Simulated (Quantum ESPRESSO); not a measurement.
Crystal: Ta4NiO11.

```
Ta Ni O
1.0
     0.00000    4.86715    4.86715
     4.86715    0.00000    4.86715
     4.86715    4.86715    0.00000
Ta Ni O
4 1 11
Direct
  0.63007 0.10980 0.63007
  0.63007 0.63007 0.63007
  0.10980 0.63007 0.63007
  0.63007 0.63007 0.10980
  0.00000 0.00000 0.00000
  0.25000 0.25000 0.25000
  0.84346 0.46962 0.84346
  0.84346 0.84346 0.84346
  0.46962 0.84346 0.84346
  0.84346 0.84346 0.46962
  0.30023 0.69977 0.69977
  0.69977 0.30023 0.30023
  0.69977 0.69977 0.30023
  0.30023 0.30023 0.69977
  0.30023 0.69977 0.30023
  0.69977 0.30023 0.69977
```

The cell was built by a generator and needn't be a form met in nature.

Base run:

| Property | Result |
| --- | --- |
| Program | Quantum ESPRESSO 7.5 |
| Functional | PBE |
| Potentials or basis | SG15 PBE 1.2 |
| Cutoff | 1197 eV |
| Density cutoff | 4789 eV |
| k mesh | 4 × 4 × 4 |
| Occupations | fermi-dirac, width 0.05 eV |
| Spin | collinear spin, ferromagnetic start |
| Starting moments | [0.0, 0.0, 0.0, 0.0, 1.0, 0.0, 0.0, 0.0, 0.0, 0.0, 0.0, 0.0, 0.0, 0.0, 0.0, 0.0] μB |

Its results: band gap on the k mesh none (metal or under the smearing width); pressure -1.1 GPa; net moment 1.03 μB per cell; site moments Ta -0.00; Ni +1.03; O -0.01, +0.00, -0.00 μB; largest force 0.148 eV/Å.

The run is repeated on the same cell with these changes: potentials or basis from SG15 PBE 1.2 to PseudoDojo 0.4.1 SR PBE standard; cutoff from 1197 eV to 1333 eV; density cutoff from 4789 eV to 5333 eV; valence electrons from 192 to 136. What comes out?

Band gap on the k mesh none (metal or under the smearing width); pressure -1.5 GPa; net moment 1.06 μB per cell; site moments Ta -0.00; Ni +1.07; O -0.02, +0.00, -0.00 μB; largest force 0.320 eV/Å.

Caveats: a cell with one magnetic atom can't hold antiferromagnetic order, which such compounds often take; semilocal functionals often make such compounds metallic where correlation or magnetic order opens a gap, which also shifts bond lengths; some levels on the path didn't converge (some runs).

Not every run made on this cell is shown here.
